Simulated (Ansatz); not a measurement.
## GeH4OSe, SMILES [OH][GeH2][SeH]: a rigid scan of one bond angle

Program: Ansatz 0.2.0, Python API.

`bend_geh4ose.py`:
```python
"""Energy of GeH4OSe against one bond angle."""

import ansatz as az
from ase import Atoms


def main() -> None:
    atoms = Atoms(["O", "Ge", "Se", "H", "H", "H", "H"], positions=[
        [-1.2865, -0.4526, -0.7936],
        [-0.179, 0.55, 0.1594],
        [1.6155, -0.804, 0.7619],
        [-1.5388, -1.1308, -0.2051],
        [0.3366, 1.7405, -0.7029],
        [-0.8787, 1.0997, 1.4342],
        [1.9922, -1.0708, -0.6996],
    ])

    # relax first, so that the scan starts from a minimum
    first = (
        az.Crystal.molecule_from_ase(atoms).calculation()
        .basis(gaussian="def2-SVP")
        .functional("pbe0")
        .scf(lower_state_search="standard")
        .relax(force_tolerance=0.02, max_steps=80)  # relax until the tolerances are met
    )
    atoms.positions = first.run().report["positions_ang"]

    rows = []
    for angle in [85, 95, 105, 115, 125, 140, 160]:
        bent = atoms.copy()
        bent.set_angle(1, 0, 3, angle, indices=[3])
        model = (
            az.Crystal.molecule_from_ase(bent).calculation()
            .basis(gaussian="def2-SVP")  # atom-centred Gaussian functions
            .functional("pbe0")
            .scf(lower_state_search="standard")
        )
        rows.append((angle, model.run().report["free_energy_ev"]))
    floor = min(e for _, e in rows)
    for angle, e in rows:
        print(f"angle Ge1-O0-H3 = {angle:3d} deg   {1000 * (e - floor):9.1f} meV")


if __name__ == "__main__":
    main()
```

```console
$ python bend_geh4ose.py
angle Ge1-O0-H3 =  85 deg       389.0 meV
angle Ge1-O0-H3 =  95 deg       141.5 meV
angle Ge1-O0-H3 = 105 deg        21.8 meV
angle Ge1-O0-H3 = 115 deg         0.0 meV
angle Ge1-O0-H3 = 125 deg        51.6 meV
angle Ge1-O0-H3 = 140 deg       215.4 meV
angle Ge1-O0-H3 = 160 deg       470.6 meV
```

The settings weren't tested for convergence. The scan is rigid, and the energies are electronic, in a modest basis. The zero is the lowest point of the grid, which needn't be the minimum. Timing: 58 s on 1 thread of Arm Neoverse V2, with other jobs on the host, peak memory 0.3 GiB.

(A comment or docstring line of the script was reworded after the run, the code is as it ran.)
